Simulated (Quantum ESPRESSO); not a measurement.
TeW2 in Quantum ESPRESSO: the effect of target pressure

The system is TeW2.

```
Te W
1.0
     0.00000    3.12995    3.12995
     3.12995    0.00000    3.12995
     3.12995    3.12995    0.00000
Te W
1 2
Direct
  0.00000 0.00000 0.00000
  0.25000 0.25000 0.25000
  0.75000 0.75000 0.75000
```

The cell was built by a generator and needn't be a form met in nature.

Alike in all runs:

* Program: Quantum ESPRESSO 7.5
* Task: phonons
* Functional: PBEsol
* Potentials or basis: PseudoDojo 0.4.1 SR PBEsol standard
* Cutoff: 1088 eV
* Density cutoff: 4354 eV
* k mesh: 7 × 7 × 7
* Occupations: cold, width 0.2 eV
* Spin: no spin polarisation

Each run relaxes the cell or the atoms first.

**Question.** One run gave: relaxed volume 18.84 Å³/atom; highest phonon frequency 240 cm⁻¹. Which target pressure did it use?
A. 10 GPa
B. 80 GPa
C. 50 GPa
D. 25 GPa
E. 0 GPa

**Answer.** A.

```csv
target pressure,relaxed volume (Å³/atom),highest phonon frequency (cm⁻¹)
0 GPa,19.76,218
10 GPa,18.84,240
25 GPa,17.81,265
50 GPa,16.57,299
80 GPa,15.50,332
```

Caveats: the cell is more than 3 GPa from zero pressure, which shifts response properties (some runs); the mesh is thin for the phonons of a metal (some runs); the volume moved by over 15 % at a fixed basis, so the end points are rough (some runs).
